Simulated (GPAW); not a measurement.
# AlN (P6_3mc) in GPAW: further runs, part 2 of 2

GPAW 26.7.0. Earlier steps stand in the parts before.

**3. Single point, GLLB-SC**

Contents of run.py:

```python
from ase import Atoms
from ase.dft.bandgap import bandgap
from ase.io import write
from gpaw import GPAW, PW

atoms = Atoms(['Al', 'Al', 'N', 'N'],
              cell=[[3.11, 0.0, 0.0],
                    [-1.555, 2.6933390058, 0.0],
                    [0.0, 0.0, 4.98]],
              scaled_positions=[[0.6666666667, 0.3333333333, 0.0],
                                [0.3333333333, 0.6666666667, 0.5],
                                [0.6666666667, 0.3333333333, 0.382],
                                [0.3333333333, 0.6666666667, 0.882]],
              pbc=True)

calc = GPAW(mode=PW(800),
            xc='GLLBSC',
            kpts={'size': (7, 7, 4), 'gamma': True},
            occupations={'name': 'fermi-dirac', 'width': 0.05},
            nbands=18,
            convergence={'density': 1e-05, 'energy': 1e-05},
            maxiter=150,
            txt='gpaw.txt')
atoms.calc = calc
energy = atoms.get_potential_energy()
calc.write('gs.gpw')
write('result.traj', atoms)
print('Fermi level:', round(calc.get_fermi_level(), 4), 'eV')
print(f'Gap: {bandgap(calc)[0]:.4f} eV, direct: {bandgap(calc, direct=True)[0]:.4f} eV')
```

Potentials or basis: the program's PAW data sets (release 1.2.1) made for this functional, pw.

Started as:

```
> OMP_NUM_THREADS=1 python run.py
```

gpaw.txt:

```text
___ ___ ___ _ _ _
 |   |   |_  | | | |
 | | | | | . | | | |
 |__ |  _|___|_____|  26.7.0
 |___|_|

Input parameters:
  convergence: {density: 1e-05,
                energy: 1e-05}
  kpts: {gamma: True,
         size: (7, 7, 4)}
  maxiter: 150
  mode: {ecut: 800.0,
         name: pw}
  nbands: 18
  occupations: {name: fermi-dirac,
                width: 0.05}
  xc: GLLBSC

System changes: positions, numbers, cell, pbc, initial_charges, initial_magmoms

Initialize ...

species:
  Al:
    name:    Aluminium
    Z:       13.0
    valence: 3
    core:    10
    charge:  0.0  # [|e|]
    compensation charges:
      type: gauss
      rc: 0.34  # [Å]
      lmax: 2
    cutoffs:
      filter: 1.91  # [Å]
      core: 2.36  # [Å]
    projectors
    | kind |    occ | energy [eV] | rcut [Å] |
    |------|--------|-------------|----------|
    |   3s |  2.000 |      -7.950 |    1.085 |
    |   3p |  1.000 |      -3.225 |    1.085 |
    |    s |        |      19.261 |    1.085 |
    |    p |        |      23.986 |    1.085 |
    |    d |        |       0.000 |    1.085 |

    Using partial waves for Al as LCAO basis

  N:
    name:    Nitrogen
    Z:       7.0
    valence: 5
    core:    2
    charge:  0.0  # [|e|]
    compensation charges:
      type: gauss
      rc: 0.18  # [Å]
      lmax: 2
    cutoffs:
      filter: 1.11  # [Å]
      core: 0.96  # [Å]
    projectors
    | kind |    occ | energy [eV] | rcut [Å] |
    |------|--------|-------------|----------|
    |   2s |  2.000 |     -22.351 |    0.603 |
    |   2p |  3.000 |     -10.227 |    0.529 |
    |    s |        |       4.860 |    0.603 |
    |    p |        |      16.985 |    0.529 |
    |    d |        |       0.000 |    0.577 |

    Using partial waves for N as LCAO basis

Reference energy: -16130.728746  # eV

Spin-paired calculation

Convergence criteria:
 Maximum [total energy] change in last 3 cyles: 1e-05 eV / valence electron
 Maximum integral of absolute [dens]ity change: 1e-05 electrons / valence electron
 Maximum integral of absolute [eigenst]ate change: 4e-08 eV^2 / valence electron
 Maximum number of scf [iter]ations: 150
 (Square brackets indicate name in SCF output, whereas a 'c' in
 the SCF output indicates the quantity has converged.)

Symmetries present (total): 6

  ( 1  1  0)  ( 1  0  0)  ( 0  1  0)  ( 0 -1  0)  (-1  0  0)  (-1 -1  0)
  ( 0 -1  0)  ( 0  1  0)  (-1 -1  0)  (-1  0  0)  ( 1  1  0)  ( 1  0  0)
  ( 0  0  1)  ( 0  0  1)  ( 0  0  1)  ( 0  0  1)  ( 0  0  1)  ( 0  0  1)

196 k-points: 7 x 7 x 4 Monkhorst-Pack grid + [0.000000,0.000000,1/8]
[... 25 lines left out ...]
  width: 0.0500  # eV

Eigensolver
   Davidson(niter=2)

Densities:
  Coarse grid: 21*21*35 grid
  Fine grid: 42*42*70 grid
  Total Charge: 0.000000

Density mixing:
  Method: separate
  Backend: msr1
  Linear mixing parameter: 0.05
  old densities: 10
  Width of damping distribution: 1.1
  Damping of long wavelength oscillations: 20

Hamiltonian:
  XC and Coulomb potentials evaluated on a 42*42*70 grid
  Using the GLLBSC Exchange-Correlation functional
  External potential:
    NoExternalPotential

XC parameters: GLLBSC functional being used consists of
  -----------------------------------------------------------------------
  | Weight | Module     | Description                                   |
  -----------------------------------------------------------------------
  |  1.000 | SCREENING  | GGA_X_PBE_SOL with 2 nearest neighbor stencil |
  |  1.000 | RESPONSE   | eps=0.0500 eV                                 |
  |  1.000 | XC         | GGA_C_PBE_SOL with 2 nearest neighbor stencil |
  -----------------------------------------------------------------------

Number of atoms: 4
Number of atomic orbitals: 16
Number of bands in calculation: 18
Number of valence electrons: 16
Bands to converge: occupied

... initialized

Initializing position-dependent things.

Density initialized from atomic densities
Creating initial wave functions:
  16 bands from LCAO basis set
  2 bands from random numbers

        N

        Al
           N

           Al

Atomic positions and initial magnetic moments

Positions:
   0 Al     1.555000    0.897780    0.000000    ( 0.0000,  0.0000,  0.0000)
   1 Al    -0.000000    1.795559    2.490000    ( 0.0000,  0.0000,  0.0000)
   2 N      1.555000    0.897780    1.902360    ( 0.0000,  0.0000,  0.0000)
   3 N     -0.000000    1.795559    4.392360    ( 0.0000,  0.0000,  0.0000)

Unit cell:
           periodic     x           y           z      points  spacing
  1. axis:    yes    3.110000    0.000000    0.000000    21     0.1283
  2. axis:    yes   -1.555000    2.693339    0.000000    21     0.1283
  3. axis:    yes    0.000000    0.000000    4.980000    35     0.1423

  Lengths:   3.110000   3.110000   4.980000
  Angles:   90.000000  90.000000 120.000000

Effective grid spacing dv^(1/3) = 0.1393

iter:   1   -38.570915
iter:   2   -38.482401   -1.97  -0.51
iter:   3   -35.618669   -0.08  -0.53
iter:   4   -31.515386   -0.53  -0.53
iter:   5   -33.074519   -0.41  -1.03
iter:   6   -31.363436   -1.57  -0.89
iter:   7   -30.804903   -1.92  -1.33
iter:   8   -30.779805   -2.72  -2.05
iter:   9   -30.793260   -4.23  -2.65
iter:  10   -30.831399   -4.12  -2.69
iter:  11   -30.818039   -5.08  -2.71
iter:  12   -30.813695   -5.53  -3.20
iter:  13   -30.813232   -6.50  -4.44
iter:  14   -30.813708   -7.87c -4.36
iter:  15   -30.814450   -7.23  -4.51
iter:  16   -30.814011   -7.97c -4.43
iter:  17   -30.813936   -8.92c -4.66
iter:  18   -30.813844   -8.94c -4.92
iter:  19   -30.813860c -10.71c -6.33c

Converged after 19 iterations.

Dipole moment: (-0.000001, 0.000000, 1.432463) |e|*Ang

Energy contributions relative to reference atoms: (reference = -16130.728746)

Kinetic:        +46.874826
Potential:      -39.080250
External:        +0.000000
XC:             -38.833173
Entropy (-ST):   -0.000000
Local:           +0.224737
SIC:             +0.000000
--------------------------
Free energy:    -30.813860
Extrapolated:   -30.813860

GLLBSC response reference energy: 4.30919 eV (from HOMO)

Showing only first 2 kpts
 Kpt  Band  Eigenvalues  Occupancy
  0     6      4.10731    2.00000
  0     7      4.30919    2.00000
  0     8      8.96793    0.00000
  0     9     11.88669    0.00000

  1     6      4.01409    2.00000
  1     7      4.01412    2.00000
  1     8      9.89570    0.00000
  1     9     11.89471    0.00000

Fermi level: 7.58872

Gap: 4.659 eV
Transition (v -> c):
  (s=0, k=0, n=7, [0.00, 0.00, 0.00]) -> (s=0, k=0, n=8, [0.00, 0.00, 0.00])
No difference between direct/indirect transitions
Writing to gs.gpw (mode='')
```

stdout:

```text
Fermi level: 7.5887 eV
Gap: 4.6587 eV, direct: 4.6587 eV
```

It took 46 s on 1 thread of Intel Xeon Platinum 8375C at 2.90GHz (Ice Lake), shared host; peak memory 0.19 GiB.

Results:

* Band gap on the k mesh, Kohn-Sham part alone: 4.66 eV, direct

Caveat: a model potential gives levels but no total energy.

**4. Single point, TB-mBJ**

Changes to run.py since step 3:

```diff
@@ -16,3 +16,3 @@
 calc = GPAW(mode=PW(800),
-            xc='GLLBSC',
+            xc='TB09',
             kpts={'size': (7, 7, 4), 'gamma': True},
@@ -21,2 +21,3 @@
             convergence={'density': 1e-05, 'energy': 1e-05},
+            eigensolver='cg',
             maxiter=150,
```

Potentials or basis: GPAW PAW data sets for LDA (gpaw-data 1.2.1), pw.

Started as:

```
> OMP_NUM_THREADS=1 python run.py
```

Run time: 1.8 min. Hardware: 1 thread of Intel Xeon Platinum 8375C at 2.90GHz (Ice Lake), shared host; peak memory 0.23 GiB.

It converged, with:

```yaml
Band_gap_on_the_k_mesh: 5.75 eV, direct
```

Levels at points of the mesh, in eV from the valence-band top:
| k point | band 4 | band 5 | band 6 | band 7 | band 8 | band 9 | band 10 | band 11 | band 12 | band 13 |
| --- | --- | --- | --- | --- | --- | --- | --- | --- | --- | --- |
| (0.00, 0.00, 0.00) | -0.84 | -0.84 | -0.23 | -0.23 | 0.00 | 5.75 | 8.28 | 12.48 | 12.67 | 12.67 |
| (0.00, 0.00, 0.50) | -3.02 | -0.54 | -0.54 | -0.54 | -0.54 | 7.97 | 7.97 | 12.09 | 12.09 | 12.97 |

Caveat: a model potential gives levels but no total energy.

**5. Overview**

```csv
task,level,potentials or basis,band path,band points,gap on the mesh (eV)
band structure,LDA,"the program's PAW data sets (release 1.2.1) made for this functional, pw","GMKGALHA,LM,KH",60,4.27
single point,GLLB-SC,"the program's PAW data sets (release 1.2.1) made for this functional, pw",-,-,-
single point,TB-mBJ,"GPAW PAW data sets for LDA (gpaw-data 1.2.1), pw",-,-,5.75
```

Alike in all rows: no spin polarisation; cell as given; k mesh 7 × 7 × 4; cutoff (eV) 800; smearing fermi-dirac 0.05 eV.

Caveats: a model potential gives levels but no total energy (some runs).

Absolute energies hang on the potentials; compare differences alone.

**6. How close it comes**

Step 2. Measured gap of AlN: 6.034 eV (an exciton energy, a little under the gap; 10 K; quoted in “Self-assembly of well-separated AlN nanowires directly on sputtered metallic TiN films”, 2019, arxiv:1910.07391). This calculation gives 4.27 eV (-1.77 eV). 2 values of this kind are on record (6.034 to 6.0343 eV); this one was drawn at random. The value is that of LDA, without temperature or zero-point motion. Semilocal functionals fall short of measured gaps as a rule.

Step 3. The gap isn't set beside the deposited one, since the derivative discontinuity is missing.

Step 4. Against the measured gap of AlN, 6.0343 eV (an exciton energy, a little under the gap; 0 K; quoted in “Structural and optical properties of self-assembled AlN nanowires grown on SiO2/Si substrates by molecular beam epitaxy”, 2024, arxiv:2402.00216), the calculated 5.75 eV is off by -0.28 eV. 2 values of this kind are on record (6.034 to 6.0343 eV); this one was drawn at random. The value is that of TB-mBJ, without temperature or zero-point motion.
